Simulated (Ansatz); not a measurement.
# CHF2GeN: shift of H6 from Ge3 to C2

Aim: the minimum-energy path and barrier of the shift of H6 from Ge3 to C2. The ends are relaxed first, then joined by a nudged elastic band. SMILES of the start: N#[C][GeH]([F])[F].

Method: RKS PBE/def2-SVPD, in Ansatz 0.2.0.

1 further run of the same task is left out (it didn't finish).

## (1) The structure to begin with

Bond lengths: N1–C2 1.224 Å, C2–Ge3 1.924 Å, Ge3–F4 1.673 Å, Ge3–F5 1.765 Å, Ge3–H6 1.555 Å. Angles: N1–C2–Ge3 179.1°, C2–Ge3–F4 107.9°, C2–Ge3–F5 108.1°, C2–Ge3–H6 108.3°, F4–Ge3–F5 109.8°, F4–Ge3–H6 112.9°, F5–Ge3–H6 109.7°.

Structure file:

```xyz
6

N     1.9697   -1.3441    0.9562
C     1.0255   -0.6991    0.5196
Ge   -0.4636    0.2922   -0.1874
F    -1.5857   -0.8071   -0.7640
F     0.1259    1.2965   -1.5139
H    -1.0297    1.1975    0.9433
```

## (2) End point A

Contents of input.yaml:

```yaml
crystal:
  periodic: [false, false, false]
  atoms:
    - { symbol: "N", position_ang: [1.9697, -1.3441, 0.9562] }
    - { symbol: C, position_ang: [1.0255, -0.6991, 0.5196] }
    - { symbol: Ge, position_ang: [-0.4636, 0.2922, -0.1874] }
    - { symbol: F, position_ang: [-1.5857, -0.8071, -0.764] }
    - { symbol: F, position_ang: [0.1259, 1.2965, -1.5139] }
    - { symbol: H, position_ang: [-1.0297, 1.1975, 0.9433] }
basis:
  gaussian: { orbitals: def2-SVPD }
hamiltonian:
  xc: pbe
relax:
  f_tol: 0.02
  max_steps: 50
```

Command:

```bash
> ansatz run input.yaml --threads 2 --pin off --max-ram 3072MiB --backend cpu --events-out ev --progress --plain --runs-dir out
```

The program printed, cut to the lines that bear on the results:

```text
Warning: RAYON_NUM_THREADS=2 ignored (pool sized by the plan → 2); use --threads N
[...]
Functional definition: PBE
[...]
1187 factors; their error is unknown
[...]
mean field -64466.79700212 eV, -2369.1110926635 hartree, gradient 3.5e-5 eV, S^2 0.000000; 0 other end points of the search recorded, 0 dependent functions left out
[...]
reference -64466.79704833 eV, -2369.1110943617 hartree; 32, 32 occupied and 100, 100 virtual orbitals, 1187 factors
relax step   1: F+E_penalty+E_count = -64466.79700212 eV  Δ(F+E_penalty+E_count) = +0.000e0 eV  max|allowed force component| = 4.090e0 eV/Å  Δτ_max = 0.0000 Å  (28 SCF iters, accepted)
[...]
relax step   4: F+E_penalty+E_count = -64467.07307497 eV  Δ(F+E_penalty+E_count) = -1.254e-3 eV  max|allowed force component| = 2.196e-1 eV/Å  Δτ_max = 0.0119 Å  (31 SCF iters, accepted)
[...]
relax step   5: F+E_penalty+E_count = -64467.07370549 eV  Δ(F+E_penalty+E_count) = -6.305e-4 eV  max|allowed force component| = 5.601e-3 eV/Å  Δτ_max = 0.0095 Å  (31 SCF iters, accepted)
1187 factors; their error is unknown
[...]
mean field -64467.07370549 eV, -2369.1212613247 hartree, gradient 2.2e-5 eV, S^2 0.000000; 1 other end points of the search recorded, 0 dependent functions left out
[...]
reference -64467.07375133 eV, -2369.1212630095 hartree; 32, 32 occupied and 100, 100 virtual orbitals, 1187 factors
Total energy: -64467.07375133 eV, -2369.1212630095 hartree
Atom 0 at     1.961935    -1.334713     0.922216 Å, force     0.001455    -0.001073     0.002425 eV/Å
Atom 1 at     1.058990    -0.722635     0.495707 Å, force     0.003163    -0.001627    -0.001653 eV/Å
Atom 2 at    -0.432346     0.319299    -0.122828 Å, force     0.001929    -0.005601    -0.003470 eV/Å
Atom 3 at    -1.597822    -0.815264    -0.770936 Å, force    -0.002690     0.000307     0.001404 eV/Å
Atom 4 at     0.145428     1.257177    -1.483703 Å, force     0.000181     0.003612    -0.000048 eV/Å
Atom 5 at    -1.094084     1.232038     0.913343 Å, force    -0.004038     0.004381     0.001342 eV/Å
Dipole moment:    -0.351012     0.400914     0.307192 e Å
```

Wall time 12 s (2 threads of Arm Neoverse V2, shared host); peak memory 0.17 GiB.

Step by step:

```csv
step,energy from step 1 (eV),largest force component (eV/Å)
1,0.0000,4.0898
2,-0.2490,0.9493
3,-0.2748,0.2257
4,-0.2761,0.2196
5,-0.2767,0.0056
```

Step 1 is the start.

After: Bond lengths: N1–C2 1.171 Å, C2–Ge3 1.922 Å, Ge3–F4 1.751 Å, Ge3–F5 1.751 Å, Ge3–H6 1.531 Å. Angles: N1–C2–Ge3 177.3°, C2–Ge3–F4 106.5°, C2–Ge3–F5 106.5°, C2–Ge3–H6 116.2°, F4–Ge3–F5 106.2°, F4–Ge3–H6 110.4°, F5–Ge3–H6 110.4°.

## (3) Relaxing end B

The second end starts from a geometry with the move made by hand.

input.yaml: that of step 2 with these lines changed.

```diff
@@ -8,3 +8,3 @@
     - { symbol: F, position_ang: [0.1259, 1.2965, -1.5139] }
-    - { symbol: H, position_ang: [-1.0297, 1.1975, 0.9433] }
+    - { symbol: H, position_ang: [0.86442, 0.18037, 1.14304] }
 basis:
@@ -16 +16,3 @@
   max_steps: 50
+output:
+  orbitals: {}
```

Command:

```bash
> ansatz run input.yaml --threads 2 --pin off --max-ram 3072MiB --backend cpu --events-out ev --progress --plain --runs-dir out
```

The program printed, cut to the lines that bear on the results:

```text
Warning: RAYON_NUM_THREADS=2 ignored (pool sized by the plan → 2); use --threads N
[...]
[... 1 set-up line as earlier in the session ...]
[...]
1187 factors; their error is unknown
[...]
mean field -64462.98622661 eV, -2368.9710492466 hartree, gradient 1.2e-5 eV, S^2 0.000000; 1 other end points of the search recorded, 0 dependent functions left out
[...]
reference -64462.98626994 eV, -2368.9710508387 hartree; 32, 32 occupied and 100, 100 virtual orbitals, 1187 factors
relax step   1: F+E_penalty+E_count = -64462.98622661 eV  Δ(F+E_penalty+E_count) = +0.000e0 eV  max|allowed force component| = 5.244e0 eV/Å  Δτ_max = 0.0000 Å  (101 SCF iters, accepted)
[...]
relax step   5: F+E_penalty+E_count = -64465.89343852 eV  Δ(F+E_penalty+E_count) = -5.328e-1 eV  max|allowed force component| = 2.585e0 eV/Å  Δτ_max = 0.1911 Å  (38 SCF iters, accepted)
[...]
relax step   9: F+E_penalty+E_count = -64466.90987582 eV  Δ(F+E_penalty+E_count) = -1.419e-1 eV  max|allowed force component| = 2.311e-1 eV/Å  Δτ_max = 0.2000 Å  (35 SCF iters, accepted)
[...]
relax step  13: F+E_penalty+E_count = -64467.04127563 eV  Δ(F+E_penalty+E_count) = -4.982e-2 eV  max|allowed force component| = 5.180e-1 eV/Å  Δτ_max = 0.1948 Å  (36 SCF iters, accepted)
[...]
relax step  16: F+E_penalty+E_count = -64467.14261972 eV  Δ(F+E_penalty+E_count) = -2.456e-2 eV  max|allowed force component| = 5.870e-1 eV/Å  Δτ_max = 0.1947 Å  (36 SCF iters, accepted)
[...]
relax step  17: F+E_penalty+E_count = -64467.15005690 eV  Δ(F+E_penalty+E_count) = -7.437e-3 eV  max|allowed force component| = 9.999e-2 eV/Å  Δτ_max = 0.0550 Å  (32 SCF iters, accepted)
[...]
1187 factors; their error is unknown
[...]
mean field -64467.15206644 eV, -2369.1241410364 hartree, gradient 2.5e-5 eV, S^2 0.000000; 0 other end points of the search recorded, 0 dependent functions left out
[...]
reference -64467.15211011 eV, -2369.1241426415 hartree; 32, 32 occupied and 100, 100 virtual orbitals, 1187 factors
```

## (4) More of the same log: end point B relaxed

Output, continued, cut to the lines that bear on the results:

```text
relax step  18: F+E_penalty+E_count = -64467.15206644 eV  Δ(F+E_penalty+E_count) = -2.010e-3 eV  max|allowed force component| = 8.845e-2 eV/Å  Δτ_max = 0.0633 Å  (31 SCF iters, accepted)
[...]
relax step  21: F+E_penalty+E_count = -64467.15453101 eV  Δ(F+E_penalty+E_count) = -6.822e-4 eV  max|allowed force component| = 9.650e-2 eV/Å  Δτ_max = 0.1170 Å  (31 SCF iters, accepted)
[...]
relax step  24: F+E_penalty+E_count = -64467.15664645 eV  Δ(F+E_penalty+E_count) = -4.638e-4 eV  max|allowed force component| = 1.075e-1 eV/Å  Δτ_max = 0.0813 Å  (32 SCF iters, accepted)
[...]
relax step  27: F+E_penalty+E_count = -64467.15756571 eV  Δ(F+E_penalty+E_count) = -1.011e-4 eV  max|allowed force component| = 6.715e-2 eV/Å  Δτ_max = 0.0787 Å  (32 SCF iters, accepted)
[...]
1187 factors; their error is unknown
[...]
mean field -64467.15791950 eV, -2369.1243561326 hartree, gradient 2.2e-5 eV, S^2 0.000000; 1 other end points of the search recorded, 0 dependent functions left out
[...]
reference -64467.15796416 eV, -2369.1243577736 hartree; 32, 32 occupied and 100, 100 virtual orbitals, 1187 factors
Total energy: -64467.15796416 eV, -2369.1243577736 hartree
Atom 0 at     2.870606    -1.480975     1.538512 Å, force    -0.013207     0.007483    -0.007152 eV/Å
Atom 1 at     2.031273    -0.901458     0.973035 Å, force     0.012836    -0.005074     0.005141 eV/Å
Atom 2 at    -1.675368     1.191075    -1.322208 Å, force     0.003734    -0.012917     0.007057 eV/Å
Atom 3 at    -2.466309    -0.354634    -0.904978 Å, force     0.005374     0.010910    -0.002950 eV/Å
Atom 4 at    -0.072859     0.820656    -0.573486 Å, force    -0.009173     0.001934    -0.003841 eV/Å
Atom 5 at     1.248877    -0.355894     0.442666 Å, force     0.000436    -0.002336     0.001744 eV/Å
Dipole moment:    -0.797287     0.841995    -0.670993 e Å
```

It took 60 s on 2 threads of Arm Neoverse V2, shared host; peak memory 0.26 GiB.

Step by step, one in 2:

```csv
step,energy from step 1 (eV),largest force component (eV/Å)
1,0.0000,5.2437
3,-1.8431,2.0042
5,-2.9072,2.5849
7,-3.5101,4.7491
9,-3.9236,0.2311
11,-3.9871,0.4602
13,-4.0550,0.5180
15,-4.1318,0.7193
17,-4.1638,0.1000
19,-4.1667,0.0062
21,-4.1683,0.0965
23,-4.1700,0.0934
25,-4.1707,0.0813
27,-4.1713,0.0671
29,-4.1717,0.0105
30,-4.1717,0.0132
```

Step 1 is the start.

After: Bond lengths: N1–C2 1.166 Å, Ge3–F4 1.786 Å, Ge3–F5 1.807 Å, C2–H6 1.091 Å. Angles: N1–C2–H6 179.8°, F4–Ge3–F5 96.8°.

Pairs that crossed the distance rule for bonds on the way: moved apart C2–Ge3.

## (5) Nudged elastic band

crystal.atoms is end A as relaxed above, and neb.final_atoms is end B, turned to lie on A. With 9 inner images the band has 11 in all. The start path is listed, through a guess of the saddle.

Contents of input.yaml:

```yaml
crystal:
  periodic: [false, false, false]
  atoms:
    - { symbol: "N", position_ang: [1.961935, -1.334713, 0.922216] }
    - { symbol: C, position_ang: [1.05899, -0.722635, 0.495707] }
    - { symbol: Ge, position_ang: [-0.432346, 0.319299, -0.122828] }
    - { symbol: F, position_ang: [-1.597822, -0.815264, -0.770936] }
    - { symbol: F, position_ang: [0.145428, 1.257177, -1.483703] }
    - { symbol: H, position_ang: [-1.094084, 1.232038, 0.913343] }
basis:
  gaussian: { orbitals: def2-SVPD }
hamiltonian:
  xc: pbe
neb:
  order_check: false
  images: 9
  f_tol: 0.03
  max_iterations: 60
  final_atoms:
    - { symbol: "N", position_ang: [2.47132801, -1.12445305, 1.76977833] }
    - { symbol: C, position_ang: [1.65077054, -0.60340028, 1.12536112] }
    - { symbol: Ge, position_ang: [-1.94518939, 1.22159261, -1.54381392] }
    - { symbol: F, position_ang: [-2.59976536, -0.4240141, -1.3149172] }
    - { symbol: F, position_ang: [-0.42072066, 0.97834375, -0.6043167] }
    - { symbol: H, position_ang: [0.88567786, -0.11216693, 0.52170737] }
  initial_path:
    images:
      - { positions_ang: [[1.961935, -1.334713, 0.922216], [1.05899, -0.722635, 0.495707], [-0.432346, 0.319299, -0.122828], [-1.597822, -0.815264, -0.770936], [0.145428, 1.257177, -1.483703], [-1.094084, 1.232038, 0.913343]] }
      - { positions_ang: [[1.91192067, -1.2780472, 0.973017], [1.00385863, -0.67471483, 0.51992266], [-0.48142591, 0.33277107, -0.15477483], [-1.61285317, -0.81244791, -0.79952738], [0.11401988, 1.27902044, -1.50517064], [-0.89341909, 1.08932042, 0.92033219]] }
      - { positions_ang: [[1.86190634, -1.22138139, 1.023818], [0.94872725, -0.62679465, 0.54413832], [-0.53050583, 0.34624313, -0.18672166], [-1.62788434, -0.80963181, -0.82811876], [0.08261175, 1.30086388, -1.52663828], [-0.69275417, 0.94660284, 0.92732138]] }
      - { positions_ang: [[1.811892, -1.16471559, 1.07461899], [0.89359588, -0.57887448, 0.56835398], [-0.57958574, 0.3597152, -0.21866849], [-1.64291551, -0.80681572, -0.85671013], [0.05120363, 1.32270733, -1.54810592], [-0.49208926, 0.80388526, 0.93431057]] }
      - { positions_ang: [[1.76187767, -1.10804978, 1.12541999], [0.83846451, -0.5309543, 0.59256964], [-0.62866566, 0.37318726, -0.25061532], [-1.65794668, -0.80399962, -0.88530151], [0.0197955, 1.34455077, -1.56957356], [-0.29142434, 0.66116767, 0.94129976]] }
      - { positions_ang: [[1.71186334, -1.05138398, 1.17622099], [0.78333313, -0.48303413, 0.6167853], [-0.67774557, 0.38665933, -0.28256214], [-1.67297785, -0.80118353, -0.91389289], [-0.01161262, 1.36639421, -1.5910412], [-0.09075943, 0.51845009, 0.94828895]] }
      - { positions_ang: [[1.86375627, -1.06599779, 1.29493246], [0.95682061, -0.50710736, 0.71850046], [-0.93123434, 0.55364598, -0.5348125], [-1.85833535, -0.72574964, -0.99409775], [-0.09343423, 1.28878412, -1.3936963], [0.10452803, 0.39232669, 0.86297263]] }
      - { positions_ang: [[2.01564921, -1.08061161, 1.41364393], [1.1303081, -0.53118059, 0.82021563], [-1.1847231, 0.72063264, -0.78706285], [-2.04369286, -0.65031576, -1.07430261], [-0.17525584, 1.21117403, -1.1963514], [0.29981549, 0.26620328, 0.77765632]] }
      - { positions_ang: [[2.16754214, -1.09522542, 1.53235539], [1.30379558, -0.55525382, 0.92193079], [-1.43821186, 0.8876193, -1.03931321], [-2.22905036, -0.57488187, -1.15450747], [-0.25707744, 1.13356393, -0.9990065], [0.49510295, 0.14007988, 0.69234]] }
      - { positions_ang: [[2.31943507, -1.10983923, 1.65106686], [1.47728306, -0.57932705, 1.02364595], [-1.69170063, 1.05460595, -1.29156356], [-2.41440786, -0.49944799, -1.23471233], [-0.33889905, 1.05595384, -0.8016616], [0.69039041, 0.01395647, 0.60702369]] }
      - { positions_ang: [[2.47132801, -1.12445305, 1.76977833], [1.65077054, -0.60340028, 1.12536112], [-1.94518939, 1.22159261, -1.54381392], [-2.59976536, -0.4240141, -1.3149172], [-0.42072066, 0.97834375, -0.6043167], [0.88567786, -0.11216693, 0.52170737]] }
```

Command:

```bash
> ansatz run input.yaml --threads 2 --pin off --max-ram 3072MiB --backend cpu --events-out ev --progress --plain --runs-dir out
```

The program printed, cut to the lines that bear on the results:

```text
Warning: RAYON_NUM_THREADS=2 ignored (pool sized by the plan → 2); use --threads N
[...]
[... 1 set-up line as earlier in the session ...]
[...]
1187 factors; their error is unknown
[...]
mean field -64467.07370906 eV, -2369.1212614559 hartree, gradient 3.7e-5 eV, S^2 0.000000; 0 other end points of the search recorded, 0 dependent functions left out
[...]
reference -64467.07375492 eV, -2369.1212631412 hartree; 32, 32 occupied and 100, 100 virtual orbitals, 1187 factors
1187 factors; their error is unknown
[...]
mean field -64467.15790678 eV, -2369.1243556652 hartree, gradient 2.5e-5 eV, S^2 0.000000; 0 other end points of the search recorded, 0 dependent functions left out
[...]
reference -64467.15795155 eV, -2369.1243573102 hartree; 32, 32 occupied and 100, 100 virtual orbitals, 1187 factors
NEB end point (image 0): max|allowed force component| = 5.613e-3 eV/Å (the criterion of neb.relax_end_points is 1.000e-2)
[...]
NEB iter  21: max|band force component| = 5.840e-2 eV/Å  barrier→ = 2.6032 eV  barrier← = 2.6874 eV  CI = image 3  Δτ_max = 0.0207 Å  (284 SCF iters)
[...]
NEB iter  22: max|band force component| = 1.692e-2 eV/Å  barrier→ = 2.6032 eV  barrier← = 2.6874 eV  CI = image 3  Δτ_max = 0.0000 Å  (558 SCF iters)
Total energy: -64464.47056660 eV, -2369.0255977349 hartree
Atom 0 at     1.586620    -0.826915     1.424607 Å, force     0.000524    -0.002428    -0.005965 eV/Å
Atom 1 at     0.962524    -0.648548     0.424150 Å, force     0.001026     0.005907     0.020159 eV/Å
Atom 2 at    -0.768252     0.524941    -0.303223 Å, force     0.005665    -0.006605    -0.011347 eV/Å
Atom 3 at    -1.760728    -0.750246    -1.011478 Å, force    -0.007329     0.001608     0.000228 eV/Å
Atom 4 at    -0.058207     1.332788    -1.701867 Å, force    -0.003906     0.005851    -0.000186 eV/Å
Atom 5 at     0.080144     0.303883     1.121610 Å, force     0.004021    -0.004333    -0.002889 eV/Å
Dipole moment:    -0.281404     0.317567     0.264579 e Å
this run last wrote the band of iteration 22 to <dir>
```

Wall time 6 min (2 threads of Arm Neoverse V2, shared host); peak memory 0.17 GiB.

## (6) The band, image by image

The 9 inner images lie between the fixed ends 0 and 10. Energy is taken from image 0, and the path length is the program's own coordinate along the band.

| image | path (Å) | energy (eV) | H6–Ge3 (Å) | H6–C2 (Å) | band force (eV/Å) |
| --- | --- | --- | --- | --- | --- |
| 0 | 0.000 | 0.0000 | 1.53 | 2.94 | - |
| 1 | 0.667 | 0.2079 | 1.53 | 2.64 | 0.002 |
| 2 | 1.334 | 1.1568 | 1.52 | 2.11 | 0.003 |
| 3* | 2.001 | 2.6032 | 1.67 | 1.47 | 0.014 |
| 4 | 2.665 | 1.2002 | 1.99 | 1.11 | 0.017 |
| 5 | 3.329 | 0.2895 | 2.55 | 1.08 | 0.009 |
| 6 | 3.993 | 0.1287 | 3.18 | 1.08 | 0.016 |
| 7 | 4.657 | 0.0003 | 3.38 | 1.09 | 0.007 |
| 8 | 5.321 | -0.0693 | 3.36 | 1.09 | 0.006 |
| 9 | 5.985 | -0.0818 | 3.58 | 1.09 | 0.001 |
| 10 | 6.650 | -0.0842 | 3.75 | 1.09 | - |

The star marks the climbing image.

image, energy (eV) and a bar:
```
        0      0.000 #
        1      0.208 ###
        2      1.157 ##############
        3      2.603 ##############################
        4      1.200 ##############
        5      0.289 ####
        6      0.129 ##
        7      0.000 #
        8     -0.069 
        9     -0.082 
       10     -0.084
```

How the highest energy settled:

```csv
iteration,highest image above image 0 (eV),largest band force (eV/Å)
1,16.5362,81.269
3,4.1775,18.923
5,2.4689,10.945
7,2.6788,4.647
9,2.5493,1.757
11,2.5895,4.710
13,2.6169,2.823
15,2.6066,0.259
17,2.6050,0.098
19,2.6036,0.389
21,2.6032,0.058
22,2.6032,0.017
```

Positions of all images (Å):

```xyz
6
image=0 dE=0.0000
N     1.962   -1.335    0.922
C     1.059   -0.723    0.496
Ge   -0.432    0.319   -0.123
F    -1.598   -0.815   -0.771
F     0.145    1.257   -1.484
H    -1.094    1.232    0.913
6
image=1 dE=0.2079
N     1.819   -1.115    1.206
C     1.077   -0.782    0.362
Ge   -0.414    0.266   -0.233
F    -1.701   -0.731   -0.874
F     0.009    1.305   -1.575
H    -0.748    0.993    1.067
6
image=2 dE=1.1568
N     1.638   -0.906    1.348
C     1.032   -0.741    0.352
Ge   -0.493    0.305   -0.302
F    -1.758   -0.710   -0.958
F    -0.062    1.329   -1.654
H    -0.314    0.658    1.169
6
image=3 dE=2.6032
N     1.587   -0.827    1.425
C     0.963   -0.649    0.424
Ge   -0.768    0.525   -0.303
F    -1.761   -0.750   -1.011
F    -0.058    1.333   -1.702
H     0.080    0.304    1.122
6
image=4 dE=1.2002
N     1.820   -1.047    1.333
C     0.948   -0.523    0.760
Ge   -1.098    0.767   -0.406
F    -1.754   -0.773   -1.022
F    -0.041    1.291   -1.744
H     0.166    0.221    1.032
6
image=5 dE=0.2895
N     1.989   -1.205    1.181
C     1.080   -0.480    1.116
Ge   -1.433    0.934   -0.644
F    -1.747   -0.775   -1.056
F    -0.094    1.249   -1.783
H     0.247    0.212    1.140
6
image=6 dE=0.1287
N     2.104   -1.267    1.206
C     1.198   -0.537    1.151
Ge   -1.792    1.049   -1.058
F    -1.727   -0.728   -0.852
F    -0.101    1.272   -1.599
H     0.360    0.147    1.106
6
image=7 dE=0.0003
N     2.216   -1.253    1.294
C     1.288   -0.584    1.073
Ge   -1.934    0.965   -1.381
F    -1.749   -0.652   -0.631
F    -0.205    1.424   -1.247
H     0.426    0.036    0.845
6
image=8 dE=-0.0693
N     2.119   -1.310    1.523
C     1.346   -0.602    1.012
Ge   -1.882    0.966   -1.515
F    -1.859   -0.672   -0.797
F    -0.319    1.493   -0.788
H     0.636    0.061    0.518
6
image=9 dE=-0.0818
N     2.231   -1.250    1.699
C     1.506   -0.593    1.065
Ge   -1.936    1.103   -1.525
F    -2.222   -0.610   -1.108
F    -0.365    1.262   -0.649
H     0.829    0.024    0.471
6
image=10 dE=-0.0842
N     2.471   -1.124    1.770
C     1.651   -0.603    1.125
Ge   -1.945    1.222   -1.544
F    -2.600   -0.424   -1.315
F    -0.421    0.978   -0.604
H     0.886   -0.112    0.522
```

## (7) Frequencies at the highest image

The geometry is the highest inner image of the first converged band.

Contents of input.yaml:

```yaml
crystal:
  periodic: [false, false, false]
  atoms:
    - { symbol: "N", position_ang: [1.58662, -0.826915, 1.424607] }
    - { symbol: C, position_ang: [0.962524, -0.648548, 0.42415] }
    - { symbol: Ge, position_ang: [-0.768252, 0.524941, -0.303223] }
    - { symbol: F, position_ang: [-1.760728, -0.750246, -1.011478] }
    - { symbol: F, position_ang: [-0.058207, 1.332788, -1.701867] }
    - { symbol: H, position_ang: [0.080144, 0.303883, 1.12161] }
basis:
  gaussian: { orbitals: def2-SVPD }
hamiltonian:
  xc: pbe
phonons: {}
```

Command:

```bash
> ansatz run input.yaml --threads 2 --pin off --max-ram 3072MiB --backend cpu --events-out ev --progress --plain --runs-dir out
```

The program printed, cut to the lines that bear on the results:

```text
Warning: RAYON_NUM_THREADS=2 ignored (pool sized by the plan → 2); use --threads N
[...]
[... 1 set-up line as earlier in the session ...]
[...]
1187 factors; their error is unknown
[...]
mean field -64464.47052458 eV, -2369.0255961908 hartree, gradient 2.1e-5 eV, S^2 0.000000; 0 other end points of the search recorded, 0 dependent functions left out
[...]
reference -64464.47056881 eV, -2369.0255978161 hartree; 32, 32 occupied and 100, 100 virtual orbitals, 1187 factors
[...]
1187 factors; their error is unknown
mean field -64464.47043658 eV, -2369.0255929568 hartree, gradient 2.9e-6 eV, S^2 0.000000; 0 other end points of the search recorded, 0 dependent functions left out
[...]
reference -64464.47048081 eV, -2369.0255945823 hartree; 32, 32 occupied and 100, 100 virtual orbitals, 1187 factors
[...]
1187 factors; their error is unknown
[...]
reference -64464.47049638 eV, -2369.0255951546 hartree; 32, 32 occupied and 100, 100 virtual orbitals, 1187 factors
[...]
1187 factors; their error is unknown
[...]
mean field -64464.47048537 eV, -2369.0255947498 hartree, gradient 3.0e-6 eV, S^2 0.000000; 0 other end points of the search recorded, 0 dependent functions left out
[...]
reference -64464.47052960 eV, -2369.0255963752 hartree; 32, 32 occupied and 100, 100 virtual orbitals, 1187 factors
[...]
1187 factors; their error is unknown
mean field -64464.47040105 eV, -2369.0255916510 hartree, gradient 2.9e-6 eV, S^2 0.000000; 0 other end points of the search recorded, 0 dependent functions left out
[...]
reference -64464.47044527 eV, -2369.0255932762 hartree; 32, 32 occupied and 100, 100 virtual orbitals, 1187 factors
[...]
1187 factors; their error is unknown
mean field -64464.47045822 eV, -2369.0255937521 hartree, gradient 2.9e-6 eV, S^2 0.000000; 0 other end points of the search recorded, 0 dependent functions left out
[...]
```

[end of part 1 of 2]
